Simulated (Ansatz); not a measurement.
# ClH₃O₃Ti: one species, many methods

An exercise on one series of results from a longer session: the logs are not shown, and one member is left open.

Program: Ansatz 0.2.0, Gaussian basis. Level of theory: functionals in def2-TZVPP, the program's frozen cores in correlated methods. These are calculated values, not measurements.

Plan: LDA (SPW92), PBE-D4, revPBE-D4, BLYP-D4, r2SCAN-D4, B97M-V, PBE0-D4, B3LYP-D4, r2SCANh-D4, r2SCAN0-D4, HSE06-D4, BHLYP-D4, CAM-B3LYP-D4, LC-ωPBE, ωB97X-V, ωB97M-V, B2PLYP, PBE-QIDH; CCSD(T)/def2-SVP; CCSD(T)/def2-TZVPP; MP2/def2-QZVPP; extrapolation to the limit; RPA on PBE.

## The relaxed structure

An earlier PBE0-D4 in a triple-zeta def2 set relaxation fixed the geometry.

SMILES `[OH][Ti]([OH])([OH])[Cl]`, 8 atoms, charge 0, spin multiplicity 1.

Atoms are counted from 1 here; the program's logs count them from 0.

Bond lengths: O1–Ti2 1.780 Å, O1–H6 0.958 Å, Ti2–O3 1.786 Å, Ti2–O4 1.781 Å, Ti2–Cl5 2.220 Å, O3–H7 0.959 Å, O4–H8 0.957 Å. Angles: Ti2–O1–H6 134.3°, O1–Ti2–O3 108.5°, O1–Ti2–O4 111.3°, O1–Ti2–Cl5 108.4°, O3–Ti2–O4 109.3°, O3–Ti2–Cl5 110.9°, O4–Ti2–Cl5 108.3°, Ti2–O3–H7 129.5°, Ti2–O4–H8 135.9°.

As a file:

```xyz
8

O    -1.0010    0.9289    1.0016
Ti    0.1150    0.1589   -0.1513
O     1.7518    0.1505    0.5634
O    -0.3776   -1.5138   -0.5114
Cl    0.0811    1.3196   -2.0431
H    -1.7868    1.4698    0.9127
H     2.4463   -0.5068    0.4893
H    -1.1366   -2.0641   -0.3171
```

Set-up of the first run:

in.yaml

```yaml
crystal:
  periodic: [false, false, false]
  atoms:
    - {symbol: O, position_ang: [-1.001044, 0.928869, 1.001603]}
    - {symbol: Ti, position_ang: [0.115048, 0.158886, -0.151283]}
    - {symbol: O, position_ang: [1.751788, 0.150454, 0.563352]}
    - {symbol: O, position_ang: [-0.377603, -1.513804, -0.511389]}
    - {symbol: Cl, position_ang: [0.081099, 1.319607, -2.043068]}
    - {symbol: H, position_ang: [-1.786796, 1.469835, 0.912729]}
    - {symbol: H, position_ang: [2.446350, -0.506798, 0.489346]}
    - {symbol: H, position_ang: [-1.136641, -2.064148, -0.317090]}
basis:
  gaussian: {orbitals: def2-TZVPP}
hamiltonian: {xc: lda}
output: {orbitals: {seedname: orbitals}}
```

On the command line:

```console
> ansatz run in.yaml --threads 4 --pin off --events-out ev --progress --plain --max-ram 10444MiB
```

Among the steps run: LDA; PBE-D4 (GGA); revPBE-D4 (GGA); BLYP-D4 (GGA); r2SCAN-D4 (meta-GGA); B97M-V (meta-GGA); PBE0-D4 (hybrid); B3LYP-D4 (hybrid); r2SCANh-D4 (hybrid); r2SCAN0-D4 (hybrid); HSE06-D4 (hybrid); BHLYP-D4 (hybrid); CAM-B3LYP-D4 (range-separated); LC-ωPBE (range-separated); ωB97X-V (range-separated); ωB97M-V (range-separated); B2PLYP (double hybrid); PBE-QIDH (double hybrid).

One of the session's tables, all rows but one given; the rest of the session is left out.

It belongs to the step «Orbital energies across the functionals». 

```
  functional  HOMO (eV)  LUMO (eV)  gap (eV)
 LDA (SPW92)      -7.46      -3.15      4.31
      PBE-D4      -7.29      -2.91      4.38
   revPBE-D4      -7.22      -2.83      4.39
     BLYP-D4      -7.15      -2.84      4.32
   r2SCAN-D4      -7.67      -2.85      4.82
      B97M-V      -7.74      -2.85      4.89
     PBE0-D4      -8.76      -1.96      6.81
    B3LYP-D4      -8.49      -2.25      6.24
  r2SCANh-D4      -8.21      -2.48      5.73
  r2SCAN0-D4      -9.02      -1.90      7.13
    HSE06-D4      -8.36      -2.34      6.02
    BHLYP-D4     -10.10      -0.83      9.27
CAM-B3LYP-D4     -10.14      -0.87      9.27
     LC-ωPBE          ?          ?         ?
     ωB97X-V     -11.16       0.28     11.44
     ωB97M-V     -11.03       0.27     11.30
```

Estimate the missing values for LC-ωPBE.

**Answer.** HOMO (eV): -11.53; LUMO (eV): 0.30; gap (eV): 11.82. In the column «HOMO (eV)» it is the lowest.
